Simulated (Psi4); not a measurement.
**B2H2Cl2 (SMILES BB(Cl)Cl) at B2PLYP/aug-cc-pVDZ (density fitting for correlation)**

What is the vertical singlet–triplet gap of B2H2Cl2 at B2PLYP/aug-cc-pVDZ (density fitting for correlation)? The job is set up through a Python script.

The calculation is run with Psi4 1.11.

1 further run of the same task is left out (set aside as unsound or not needed).

## 1. Starting point

The species is B2H2Cl2 (6 atoms), meant as a singlet with charge 0. As SMILES, `BB(Cl)Cl`. The shape is that of a GFN2-xTB optimisation.

Bond lengths: B1–B2 1.690 Å, B2–Cl3 1.730 Å, B2–Cl4 1.728 Å, B1–H5 1.168 Å, B1–H6 1.168 Å. Angles: B1–B2–Cl3 122.5°, B1–B2–Cl4 122.7°, Cl3–B2–Cl4 114.8°, B2–B1–H5 121.7°, B2–B1–H6 121.7°, H5–B1–H6 116.6°.

## 2. The energy at B2PLYP/aug-cc-pVDZ (density fitting for correlation)

Contents of run.py:

```python
import psi4

psi4.set_memory('1600 MB')
psi4.set_num_threads(1)
psi4.core.set_output_file('b2cl2h2.out', False)

m = psi4.geometry("""
B     -0.881790     0.204490     0.292180
B      0.685610    -0.155420    -0.227590
Cl     1.933640    -0.658040     0.859300
Cl     1.166010    -0.054660    -1.884420
H     -1.195420     0.100710     1.412610
H     -1.708050     0.562930    -0.452070
symmetry c1
no_reorient
no_com
""")

psi4.set_options({
    'basis': 'aug-cc-pVDZ',
    'reference': 'rks',
    'puream': True,
    'e_convergence': 1e-09,
    'd_convergence': 1e-08,
    'scf_type': 'pk',
    'dft_radial_points': 99,
    'dft_spherical_points': 590,
    'num_frozen_docc': 12,
})

energy_value, wavefunction = psi4.energy("b2plyp", return_wfn=True)
print(f'b2plyp energy: {energy_value:.10f} Eh')
```

Started as:

```console
$ python run.py
```

b2cl2h2.out:

```text
[...]
  Running in c1 symmetry.
[...]
  Nuclear repulsion =  159.213990176857635
[...]
  Multiplicity = 1
[...]
  Nalpha       = 23
  Nbeta        = 23
[...]
    Number of basis functions: 118
[...]
   @RKS iter   1:  -970.77903551418615   -4.28369e-01   2.53029e-03 ADIIS/DIIS
[...]
   @RKS iter  10:  -970.84863709890510   -2.58069e-11   6.90741e-09 DIIS
[...]
    Orbital Energies [Eh]
    ---------------------
    Doubly Occupied:
       1A   -102.935399     2A   -102.935132     3A     -9.934081
       4A     -9.933782     5A     -7.571836     6A     -7.571538
       7A     -7.568671     8A     -7.568374     9A     -7.566770
      10A     -7.566476    11A     -7.207257    12A     -7.130824
      13A     -0.996748    14A     -0.951075    15A     -0.637027
      16A     -0.565273    17A     -0.500711    18A     -0.464478
      19A     -0.447859    20A     -0.421747    21A     -0.394202
      22A     -0.374253    23A     -0.363279
[...]
  @RKS Final Energy:  -970.84863709890510
   => Energetics <=
    Nuclear Repulsion Energy =            159.2139901768576351
    One-Electron Energy =               -1654.6435665058086215
    Two-Electron Energy =                 555.7725472451076030
    DFT Exchange-Correlation Energy =     -31.1916080150616466
    Empirical Dispersion Energy =           0.0000000000000000
    VV10 Nonlocal Energy =                  0.0000000000000000
    Total Energy =                       -970.8486370989051011
[...]
 Multipole Moments:
 ------------------------------------------------------------------------------------
     Multipole            Electronic (a.u.)      Nuclear  (a.u.)        Total (a.u.)
 ------------------------------------------------------------------------------------
 L = 1.  Multiply by 2.5417464519 to convert [e a0] to [Debye]
 Dipole X            :        -92.5544136           92.2369275           -0.3174862
 Dipole Y            :         21.2543382          -21.1779906            0.0763475
 Dipole Z            :         30.6091359          -30.5068882            0.1022477
 Magnitude           :                                                    0.3421710
[...]
```

Standard output:

```text
b2plyp energy: -970.9993903787 Eh
```

Wall time 35 s (1 thread of Intel Xeon at 2.60GHz (Ice Lake), shared host); peak memory 0.78 GiB.

## 3. The triplet

Contents of b2cl2h2.xyz:

```xyz
6
B2Cl2H2
B     -0.881790     0.204490     0.292180
B      0.685610    -0.155420    -0.227590
Cl     1.933640    -0.658040     0.859300
Cl     1.166010    -0.054660    -1.884420
H     -1.195420     0.100710     1.412610
H     -1.708050     0.562930    -0.452070
```

Contents of job.py:

```python
import psi4

psi4.set_memory('1600 MB')
psi4.set_num_threads(1)
psi4.set_output_file('b2cl2h2.out', False)

with open('b2cl2h2.xyz') as f:
    atoms = ''.join(f.readlines()[2:])
molecule = psi4.geometry('0 3\n' + atoms + 'symmetry c1\nno_reorient\nno_com')

options = {'basis': 'aug-cc-pVDZ', 'reference': 'uks', 'puream': True, 'e_convergence': 1e-09, 'd_convergence': 1e-08, 'scf_type': 'pk', 'dft_radial_points': 99, 'dft_spherical_points': 590, 'num_frozen_docc': 12, 'maxiter': 200}
psi4.set_options(options)

e, wfn = psi4.energy('b2plyp', return_wfn=True)
print(f'b2plyp energy: {e:.10f} Eh')
```

Started as:

```console
$ python job.py
```

b2cl2h2.out:

```text
[...]
  Running in c1 symmetry.
[...]
  Nuclear repulsion =  159.213990176857635
[...]
  Multiplicity = 3
[...]
  Nalpha       = 24
  Nbeta        = 22
[...]
    Number of basis functions: 118
[...]
   @UKS iter   1:  -970.45487845415278   -1.04212e-01   4.37904e-03 DIIS/ADIIS
[...]
   @UKS iter  16:  -970.73551523600622   -6.70752e-12   5.40027e-09 DIIS
[...]
   @S^2 Observed:                2.005989390E+00
[...]
    Orbital Energies [Eh]
    ---------------------
    Alpha Occupied:
       1A   -102.956483     2A   -102.956364     3A     -9.953904
       4A     -9.953749     5A     -7.593146     6A     -7.593012
       7A     -7.587761     8A     -7.587643     9A     -7.587601
      10A     -7.587483    11A     -7.244700    12A     -7.146624
      13A     -1.017421    14A     -0.971964    15A     -0.694004
      16A     -0.583447    17A     -0.523176    18A     -0.494781
      19A     -0.472625    20A     -0.432536    21A     -0.414558
      22A     -0.407483    23A     -0.393216    24A     -0.259994
    Alpha Virtual:
      25A      0.011626    26A      0.017436    27A      0.028029
[...]
  @UKS Final Energy:  -970.73551523600622
   => Energetics <=
    Nuclear Repulsion Energy =            159.2139901768576351
    One-Electron Energy =               -1653.8137492552200456
    Two-Electron Energy =                 555.0253975379011990
    DFT Exchange-Correlation Energy =     -31.1611536955449964
    Empirical Dispersion Energy =           0.0000000000000000
    VV10 Nonlocal Energy =                  0.0000000000000000
    Total Energy =                       -970.7355152360062220
[...]
 Multipole Moments:
 ------------------------------------------------------------------------------------
     Multipole            Electronic (a.u.)      Nuclear  (a.u.)        Total (a.u.)
 ------------------------------------------------------------------------------------
 L = 1.  Multiply by 2.5417464519 to convert [e a0] to [Debye]
 Dipole X            :        -92.2297372           92.2369275            0.0071902
 Dipole Y            :         21.1769479          -21.1779906           -0.0010427
 Dipole Z            :         30.5020180          -30.5068882           -0.0048702
 Magnitude           :                                                    0.0087467
[...]
```

Standard output:

```text
b2plyp energy: -970.8887551755 Eh
```

Run time: 68 s. Hardware: 1 thread of Intel Xeon at 2.60GHz (Ice Lake), shared host; peak memory 0.78 GiB.

## 4. Results

At B2PLYP/aug-cc-pVDZ (density fitting for correlation), 12 core orbitals frozen:

```
                                                         quantity          value
                                            singlet: total energy  -970.99939 Eh
                       singlet: HOMO energy (SCF part's orbitals)       -9.89 eV
                       singlet: LUMO energy (SCF part's orbitals)       -2.13 eV
                     singlet: HOMO–LUMO gap (SCF part's orbitals)        7.75 eV
                                            triplet: total energy  -970.88876 Eh
triplet: HOMO energy (SCF part's orbitals) (highest over α and β)       -7.07 eV
 triplet: LUMO energy (SCF part's orbitals) (lowest over α and β)       -5.07 eV
                                                    triplet: ⟨S²⟩          2.006
                 vertical energy of the triplet above the singlet       3.011 eV
```

What this shows: At this shape the triplet lies 3.01 eV (290 kJ/mol) above the singlet.
